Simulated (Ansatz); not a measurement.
**CCSD(T)/STO-3G run of SnH4 (SMILES [SnH4])**

What is the vertical ionisation energy of SnH4 at CCSD(T)/STO-3G? 

Program for the calculation: Ansatz 0.2.0.

## Step 1: The system as given

SnH4: 5 atoms, total charge 0, spin state singlet. As SMILES, `[SnH4]`. The shape is that of a PBE0-D4/def2-TZVP optimisation.

Bond lengths: Sn1–H2 1.704 Å, Sn1–H3 1.704 Å, Sn1–H4 1.704 Å, Sn1–H5 1.704 Å. Angles: H2–Sn1–H3 109.5°, H2–Sn1–H4 109.5°, H2–Sn1–H5 109.5°, H3–Sn1–H4 109.5°, H3–Sn1–H5 109.5°, H4–Sn1–H5 109.5°.

## Step 2: A single-point energy at CCSD(T)/STO-3G

run.yaml

```yaml
basis:
  gaussian:
    orbitals: STO-3G
crystal:
  periodic: [false, false, false]
  atoms:
    - symbol: Sn
      position_ang: [0.000030, 0.000010, 0.000040]
    - symbol: H
      position_ang: [0.823920, -0.853480, 1.222940]
    - symbol: H
      position_ang: [-1.563610, 0.403420, 0.543140]
    - symbol: H
      position_ang: [-0.116810, -0.974610, -1.392490]
    - symbol: H
      position_ang: [0.856470, 1.424640, -0.373640]
total_charge: 0
correlation:
  method: ccsd_t
  frozen_orbitals: {H: 0, Sn: 18}
accuracy: high
scf:
  omitted_lower_state_checks: [cluster_reference, increment]
```

Launch:

```bash
$ ansatz run run.yaml --threads 1 --pin off --max-ram 3480MiB --events-out events.jsonl --progress --plain --runs-dir runs
```

Output, shortened:

```text
Warning: RAYON_NUM_THREADS=1 ignored (pool sized by the plan → 1); use --threads N
Functional definition: HF
  name "HF"
[...]
543 factors; integrals over basis functions are off by at most 4.9e-9 eV
[...]
mean field -162332.55938440 eV, -5965.6115244161 hartree, gradient 9.9e-8 eV, S^2 0.000000; 0 other end points of the search recorded, 0 dependent functions left out
18 core orbitals not correlated: weight in the atoms' cores, before any rotation towards them, 1.000 or more for the frozen orbitals, at most 0.000 for the correlated occupied ones
reference -162332.55938440 eV, -5965.6115244161 hartree; 9, 9 occupied and 4, 4 virtual orbitals, 543 factors
second order -1.16467670 eV of doubles, -0.00000000 eV of singles
cycle   1  -1.55868611 eV  change   -3.9e-1 eV  update   5.6e-2
[...]
cycle  14  -1.79263700 eV  change   -1.0e-9 eV  update   1.6e-9
perturbative correction -0.01048191 eV, -0.0003852030 hartree
Total energy: -162334.36250331 eV, -5965.6777878139 hartree
Checks for a lower state left out: cluster_reference, increment
```

Wall time 0.4 s (1 thread of Arm Neoverse V2, shared host).

## Step 3: The doublet cation, same level

input.yaml

```yaml
crystal:
  periodic: [false, false, false]
  atoms:
    - symbol: Sn
      position_ang: [0.000030, 0.000010, 0.000040]
    - symbol: H
      position_ang: [0.823920, -0.853480, 1.222940]
    - symbol: H
      position_ang: [-1.563610, 0.403420, 0.543140]
    - symbol: H
      position_ang: [-0.116810, -0.974610, -1.392490]
    - symbol: H
      position_ang: [0.856470, 1.424640, -0.373640]
basis:
  gaussian:
    orbitals: STO-3G
accuracy: high
scf:
  omitted_lower_state_checks: [cluster_reference, increment]
total_charge: 1
magnetization:
  spin_polarized: true
  initial_magnetization: 1
correlation:
  method: ccsd_t
  frozen_orbitals: {H: 0, Sn: 18}
```

Launch:

```bash
$ ansatz run input.yaml --threads 1 --pin off --max-ram 3480MiB --events-out events.jsonl --progress --plain --runs-dir runs
```

Output, shortened:

```text
Warning: RAYON_NUM_THREADS=1 ignored (pool sized by the plan → 1); use --threads N
[... 2 set-up lines as earlier in the session ...]
[...]
543 factors; integrals over basis functions are off by at most 4.9e-9 eV
[...]
mean field -162323.08532908 eV, -5965.2633593045 hartree, gradient 4.2e-8 eV, S^2 0.763288; 12 other end points of the search recorded, 0 dependent functions left out
18 core orbitals not correlated: weight in the atoms' cores, before any rotation towards them, 1.000 or more for the frozen orbitals, at most 0.000 for the correlated occupied ones
reference -162323.08532908 eV, -5965.2633593045 hartree; 9, 8 occupied and 4, 5 virtual orbitals, 543 factors
second order -1.05532510 eV of doubles, -0.00000000 eV of singles
cycle   1  -1.43103834 eV  change   -3.8e-1 eV  update   6.2e-2
[...]
cycle  34  -1.71062808 eV  change   9.2e-10 eV  update   1.1e-9
perturbative correction -0.02142356 eV, -0.0007873011 hartree
Total energy: -162324.81738071 eV, -5965.3270110280 hartree
Checks for a lower state left out: cluster_reference, increment
```

Run time: 1.9 s. Hardware: 1 thread of Arm Neoverse V2, shared host; peak memory 0.095 GiB.

## Step 4: Outcome

At CCSD(T)/STO-3G, 18 core orbitals frozen:

| quantity | value |
| --- | --- |
| singlet SnH4: total energy | -5965.67779 Eh |
| singlet SnH4: correlation energy (18 core orbitals frozen) | -66.3 mEh |
| singlet SnH4: (T) correction | -0.39 mEh |
| singlet SnH4: T1 diagnostic | 0.003 |
| doublet cation: total energy | -5965.32701 Eh |
| doublet cation: correlation energy (18 core orbitals frozen) | -63.7 mEh |
| doublet cation: (T) correction | -0.79 mEh |
| doublet cation: ⟨S²⟩ of the reference determinant | 0.763 |
| doublet cation: T1 diagnostic | 0.015 |
| vertical ionisation energy (to the doublet cation) | 9.545 eV |

**Reading.** The vertical ionisation energy comes to 9.55 eV (220 kcal/mol). In a minimal basis such a difference can be off by several eV, whatever the method. The triples (singlet SnH4) make up 0.6 % of the correlation energy. Relativity is left out (singlet SnH4) although the molecule holds a heavy atom. The triples (doublet cation) make up 1.2 % of the correlation energy. Relativity is left out (doublet cation) although the molecule holds a heavy atom.
